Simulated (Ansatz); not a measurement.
# BaSr₃ (distorted cell): a check of forces and pressure against finite differences

Computed with Ansatz 0.2.0, Python API.

The cells in order, each with its output:

In [1]:
```python
import warnings

import ansatz as az
import numpy as np
```

In [2]:
```python
vectors0 = np.array([
    [0.0, 4.87503, 4.87503],
    [4.87503, 0.0, 4.87503],
    [4.87503, 4.87503, 0.0],
])
sites = [
    ("Ba", (0.99958, 0.99743, 0.00212)),
    ("Sr", (0.24601, 0.25059, 0.25558)),
    ("Sr", (0.76189, 0.73545, 0.7499)),
    ("Sr", (0.50613, 0.49751, 0.50482)),
]
```

In [3]:
```python
def crystal_on(cell):
    crystal = az.Crystal(lattice=az.Lattice.of(cell))
    for symbol, position in sites:
        crystal = crystal.atom(symbol, position)
    return crystal
```

In [4]:
```python
warnings.simplefilter("ignore", az.DeckWarning)
```

In [5]:
```python
def solve(crystal):
    return (
        crystal.calculation()
        .occupations("cold", width=0.05)
        .functional("r2scan", dispersion="d3bj")
        .basis(650, xc_grid=2)
        .kpoints(3, 3, 3)
        .scf(tolerance=1e-09)
        .forces()
        .stress()
        .run(threads=1)
    ).report
```

In [6]:
```python
centre = solve(crystal_on(vectors0))
start = crystal_on(vectors0)
# central difference: F = -(E(+h) - E(-h)) / 2h
print(f"force on atom 2 along x: analytic {centre['forces_ev_ang'][2][0]:.4f} eV/A")
for h in (0.005, 0.02):
    shift = np.eye(3)[0] * h @ np.linalg.inv(vectors0)
    plus, minus = (solve(start.move(2, to=np.array(sites[2][1]) + sign * shift))["lagrangian_ev"] for sign in (1, -1))
    print(f"  step {h} A: numerical {-(plus - minus) / (2 * h):.4f} eV/A")
# P = -dF/dV; the difference feels the change of the plane-wave count with the cell
volume = abs(np.linalg.det(vectors0))
larger, smaller = (solve(crystal_on(vectors0 * (1 + sign * 0.005) ** (1 / 3)))["lagrangian_ev"] for sign in (1, -1))
numerical = -(larger - smaller) / (0.01 * volume) * 160.21766
print(f"pressure: analytic {np.trace(centre['stress_gpa']) / 3:.3f}, numerical {numerical:.3f} GPa")
```
```text
force on atom 2 along x: analytic 0.1202 eV/A
  step 0.005 A: numerical 0.1202 eV/A
  step 0.02 A: numerical 0.1202 eV/A
pressure: analytic -0.675, numerical -0.675 GPa
```

What to keep in mind:
- The settings weren't tested for convergence.
- The dispersion term runs with damping parameters of another functional.
- Dispersion corrections can be off by several per cent in the lattices of metals, and by several GPa in the pressure at a fixed cell.
- The mesh is modest for a metal, so energies can be off by several to tens of meV an atom and pressures by half a GPa or more; differences at equal mesh fare better.
- The program warned that this SCF threshold is loose for forces or stresses.
- Pressure is positive in compression.
- The cell is a database structure, distorted on purpose.
- The central difference errs as the square of the step, so the shorter step is the fairer test; what remains comes from the finite grid and the SCF threshold.
- The script silences the warnings on its input, which a real study should read.
- The whole script took 2.4 min on 1 thread of Arm Neoverse V2, with other jobs on the host, peak memory 0.65 GiB.
